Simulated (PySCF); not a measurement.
# C5H10Si: the cost of one run

The runs use PySCF 2.14.0, with density-fitted response routines of our own; the level of theory stands in each step. All values are computed, except where a source is named. Atoms count from 0, in the outputs and in this text.

### Step 1. The molecule as given

16 atoms, charge 0, multiplicity 1; geometry from: GFN2-xTB.

Bonds of the start (Å): C0–C1 1.33, C1–C2 1.44, C2–C3 1.34, C3–C4 1.50, C3–Si5 1.88, C0–H6 1.08, C0–H7 1.08, C1–H8 1.08, C2–H9 1.08, C4–H10 1.09, C4–H11 1.09, C4–H12 1.09, Si5–H13 1.47, Si5–H14 1.46, Si5–H15 1.47.

### Step 2. Excited states and response: CAM-B3LYP/def2-SVPD

What the job is given:

```
{"job": {"kind": "uv", "xc": "CAM-B3LYP", "basis": "def2-SVPD", "nstates": 8, "ntriplets": 3}, "charge": 0, "multiplicity": 1}
C      2.951753     0.377960    -0.384306
C      1.795121    -0.103877     0.063860
C      0.511076     0.411718    -0.347541
C     -0.689541    -0.039329     0.049547
C     -0.826015    -1.193222     1.004822
Si    -2.287820     0.742307    -0.568970
H      2.987459     1.189211    -1.093449
H      3.899555    -0.019679    -0.063658
H      1.795916    -0.920401     0.772626
H      0.552979     1.242263    -1.041571
H     -0.381629    -0.951139     1.970642
H     -0.324879    -2.079757     0.616575
H     -1.872724    -1.440413     1.166887
H     -3.056853     1.227143     0.582521
H     -1.987196     1.848727    -1.476616
H     -3.074801    -0.282567    -1.262780
```

Level: TDDFT CAM-B3LYP/def2-SVPD, vertical, gas phase, core orbitals frozen in the response.

On the command line:

```sh
$ OMP_NUM_THREADS=1 python probes_run.py task.json out
```

This one command runs all jobs of the session in turn.

**Question.** How long does this job take on 1 thread of Arm Neoverse V2, shared host, and how much memory does it need?

About 42 s, with a peak of 0.93 GiB.
